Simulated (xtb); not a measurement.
# ZrH3O3F (SMILES [OH][Zr]([OH])([OH])[F]) at GFN2-xTB (ddCOSMO ethylacetate)

We compute a geometry optimisation of ZrH3O3F. 

The calculation is run with xtb 6.7.1.

3 further runs of the same task are left out: 3 set aside as unsound or not needed.

### 1 The system as given

The species is ZrH3O3F (8 atoms), meant as a singlet with charge 0. SMILES: `[OH][Zr]([OH])([OH])[F]`. The shape comes from GFN2-xTB, which is rough for such elements, and wasn't checked as a minimum. This is one conformer, not always the lowest. The run starts from this shape.

Bond lengths: O1–Zr2 1.882 Å, Zr2–O3 1.877 Å, Zr2–O4 1.875 Å, Zr2–F5 1.881 Å, O1–H6 0.969 Å, O3–H7 0.965 Å, O4–H8 0.966 Å. Angles: O1–Zr2–O3 111.4°, O1–Zr2–O4 105.3°, O1–Zr2–F5 101.1°, O3–Zr2–O4 108.3°, O3–Zr2–F5 114.5°, O4–Zr2–F5 115.6°, Zr2–O1–H6 115.7°, Zr2–O3–H7 130.1°, Zr2–O4–H8 125.8°.

### 2 A structure relaxation at GFN2-xTB (ddCOSMO ethylacetate)

Input file mol.json:

```json
{
 "schema_name": "qcschema_molecule",
 "schema_version": 2,
 "symbols": [
  "O",
  "Zr",
  "O",
  "O",
  "F",
  "H",
  "H",
  "H"
 ],
 "geometry": [
  -2.21160318,
  1.86051096,
  1.33735918,
  0.33901687,
  0.26295539,
  -0.55898099,
  3.34266095,
  -0.03165291,
  1.30538501,
  -0.88545007,
  -2.9966521,
  -1.21953475,
  0.55316063,
  2.42570915,
  -3.37242414,
  -2.62634137,
  3.56963596,
  0.82720871,
  3.96430526,
  -1.41268366,
  2.31994117,
  -2.47574909,
  -3.67782278,
  -0.6389353
 ],
 "molecular_charge": 0,
 "molecular_multiplicity": 1
}
```

Launch:

```
$ xtb mol.json --opt vtight --gfn2 --cosmo ethylacetate > run.log
```

What values should one expect? Wanted: total energy at the end; dipole moment; HOMO energy; LUMO energy; HOMO–LUMO gap; dispersion energy; solvent term in the energy; mean polarisability.

**Answer.** As computed:

Level: GFN2-xTB (ddCOSMO ethylacetate).

```
                      quantity         value
       total energy at the end  -20.29585 Eh
                 dipole moment        2.93 D
                   HOMO energy     -11.58 eV
                   LUMO energy      -6.74 eV
                 HOMO–LUMO gap       4.84 eV
             dispersion energy  -7.94 kJ/mol
    solvent term in the energy  -72.4 kJ/mol
mean polarisability (D4 model)    52.5 bohr³
```

In words: At the final geometry: Bond lengths: O1–Zr2 1.888 Å, Zr2–O3 1.883 Å, Zr2–O4 1.882 Å, Zr2–F5 1.906 Å, O1–H6 0.973 Å, O3–H7 0.970 Å, O4–H8 0.970 Å. Angles: O1–Zr2–O3 107.8°, O1–Zr2–O4 106.6°, O1–Zr2–F5 103.4°, O3–Zr2–O4 105.5°, O3–Zr2–F5 116.5°, O4–Zr2–F5 116.3°, Zr2–O1–H6 110.1°, Zr2–O3–H7 119.2°, Zr2–O4–H8 118.2°. The optimisation took 52 steps and changed the energy by -0.035 eV. Mulliken charges run from -0.65 on O3 to +1.38 on Zr2.
